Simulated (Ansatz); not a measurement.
# RbLuS2: the cost of one run

Method: DFT r²SCAN, frozen-core PAW, scalar-relativistic unless said, in Ansatz 0.2.0.

7 further runs of the same task are left out: 7 that didn't finish.

**1. The structure to begin with**

Symmetry: R-3m, No. 166, trigonal system. Conventional cell: a = 3.991 Å, b = 3.991 Å, c = 22.838 Å, α = 90.00°, β = 90.00°, γ = 120.00°. Rb (site symmetry -3m) is surrounded by 6 S at 3.29 Å. Lu (site symmetry -3m) has 6 S at 2.72 Å as nearest neighbours. S (site symmetry 3m) is surrounded by 3 Lu at 2.72 Å and 3 Rb at 3.29 Å.

As a file:

```
CELL_PARAMETERS angstrom
1.99550 1.15210 7.61267
-1.99550 1.15210 7.61267
0.00000 -2.30420 7.61267
ATOMIC_POSITIONS crystal
Rb 0.00000 0.00000 0.00000
Lu 0.50000 0.50000 0.50000
S 0.23030 0.23030 0.23030
S 0.76970 0.76970 0.76970
```

Cartesian axes are those of the input's lattice vectors. The structure goes back to a database entry.

**2. Cell and atoms relaxed, PAW**

input.yaml

```yaml
crystal:
  lattice:
    - [1.9955, 1.15210246217, 7.6126666667]
    - [-1.9955, 1.15210246217, 7.6126666667]
    - [0.0, -2.30420492433, 7.6126666667]
  atoms:
    - { symbol: Rb, position: [0.0, 0.0, 0.0] }
    - { symbol: Lu, position: [0.5, 0.5, 0.5] }
    - { symbol: S, position: [0.2303, 0.2303, 0.2303] }
    - { symbol: S, position: [0.7697, 0.7697, 0.7697] }
kpoints:
  mp_grid: { grid: [8, 8, 8] }
scf:
  occupations: { method: fermi_dirac, width: 0.08 }
hamiltonian:
  xc: r2scan
  pseudopotentials: { kind: paw }
relax:
  f_tol: 0.002
  max_steps: 80
  cell: {}
output:
  forces: true
  stress: true
```

Launch:

```console
$ ansatz run input.yaml --threads 1 --pin off --max-ram 3072MiB --backend cpu --events-out ev --progress --plain --runs-dir out
```

Q: Estimate wall time and peak memory on 1 thread of Intel Xeon Platinum 8488C (Sapphire Rapids), shared host.

About 71 s, with a peak of 0.78 GiB.
